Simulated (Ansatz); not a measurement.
**C₃H₆IN: a ladder of functionals and wavefunction methods**

An exercise on one series of results from a longer session: the logs are not shown, and one member is left open.

Computed with Ansatz 0.2.0, Gaussian basis. Level: functionals in def2-TZVPP, the program's frozen cores in correlated methods.

Plan: PBE-D4, r2SCAN-D4, PBE0-D4, B3LYP-D4, ωB97X-V, ωB97M-V, B2PLYP; CCSD(T)/def2-TZVPP; MP2/def2-QZVPP; extrapolation to the limit.

### Structure used throughout

The geometry comes from an earlier relaxation with PBE0-D4 in a triple-zeta def2 set; it is a stationary point, not always the lowest conformer. I takes the def2 core potential; no spin-orbit term is included.

SMILES `C=C(N)CI`, 11 atoms, charge 0, spin multiplicity 1.

Atoms are counted from 1 here; the program's logs count them from 0.

Bond lengths: C1–C2 1.338 Å, C1–H6 1.080 Å, C1–H7 1.084 Å, C2–N3 1.384 Å, C2–C4 1.482 Å, N3–H8 1.010 Å, N3–H9 1.008 Å, C4–I5 2.170 Å, C4–H10 1.084 Å, C4–H11 1.088 Å. Angles: C2–C1–H6 120.6°, C2–C1–H7 121.6°, H6–C1–H7 117.7°, C1–C2–N3 124.7°, C1–C2–C4 120.3°, N3–C2–C4 114.8°, C2–N3–H8 114.3°, C2–N3–H9 114.8°, H8–N3–H9 111.8°, C2–C4–I5 112.1°, C2–C4–H10 112.1°, C2–C4–H11 112.3°, I5–C4–H10 105.2°, I5–C4–H11 103.6°, H10–C4–H11 110.9°.

Geometry (Å):

```xyz
11

C     1.5046   -0.0824    0.2912
C     0.1718   -0.1334    0.1890
N    -0.6127   -1.1838    0.6317
C    -0.5841    1.0353   -0.3205
I    -1.6853    0.5705   -2.1312
H     2.0463    0.8021   -0.0115
H     2.0752   -0.9072    0.7014
H    -1.4488   -1.3362    0.0860
H    -0.1132   -2.0427    0.7994
H     0.0686    1.8591   -0.5872
H    -1.3572    1.3617    0.3724
```

The first run:

File in.yaml:

```yaml
crystal:
  periodic: [false, false, false]
  atoms:
    - {symbol: C, position_ang: [1.504593, -0.082396, 0.291179]}
    - {symbol: C, position_ang: [0.171796, -0.133406, 0.189008]}
    - {symbol: N, position_ang: [-0.612672, -1.183836, 0.631741]}
    - {symbol: C, position_ang: [-0.584122, 1.035286, -0.320488]}
    - {symbol: I, position_ang: [-1.685321, 0.570547, -2.131247]}
    - {symbol: H, position_ang: [2.046289, 0.802142, -0.011538]}
    - {symbol: H, position_ang: [2.075244, -0.907213, 0.701424]}
    - {symbol: H, position_ang: [-1.448803, -1.336209, 0.086022]}
    - {symbol: H, position_ang: [-0.113182, -2.042660, 0.799357]}
    - {symbol: H, position_ang: [0.068563, 1.859109, -0.587206]}
    - {symbol: H, position_ang: [-1.357185, 1.361735, 0.372446]}
basis:
  gaussian: {orbitals: def2-TZVPP}
hamiltonian: {xc: pbe, dispersion: d4}
output: {forces: true, orbitals: {seedname: orbitals}}
```

Started as:

```sh
$ ansatz run in.yaml --threads 4 --pin off --events-out ev --progress --plain --max-ram 10444MiB
```

Steps of the session up to this table: PBE-D4 (GGA); r2SCAN-D4 (meta-GGA); PBE0-D4 (hybrid); B3LYP-D4 (hybrid); ωB97X-V (range-separated); ωB97M-V (range-separated); B2PLYP (double hybrid); CCSD(T) in def2-TZVPP; MP2 in def2-QZVPP.

One table of the session follows, with a row left open; its other results are not shown here.

It belongs to the step «Atomisation energies». 

```
            method  atomisation energy (eV)
            PBE-D4                   44.455
         r2SCAN-D4                   43.145
           PBE0-D4                   43.500
          B3LYP-D4                   43.194
           ωB97X-V                   43.047
           ωB97M-V                   43.103
            B2PLYP                   42.644
     HF/def2-TZVPP                   30.416
    MP2/def2-TZVPP                   42.661
   CCSD/def2-TZVPP                   41.083
CCSD(T)/def2-TZVPP                   41.865
           MP2/CBS                   43.889
       CCSD(T)/CBS                        ?
```

**Question.** Estimate the row for CCSD(T)/CBS.

The run gave: atomisation energy (eV): 43.092. In the column «atomisation energy (eV)» it lies between ωB97X-V (43.047) and ωB97M-V (43.103).

Caveats from the session: Free atoms (3 C, 1 N, 1 I, 6 H) were run apart at each level; the atomisation energy is their sum less the molecule, without zero-point or spin-orbit terms.
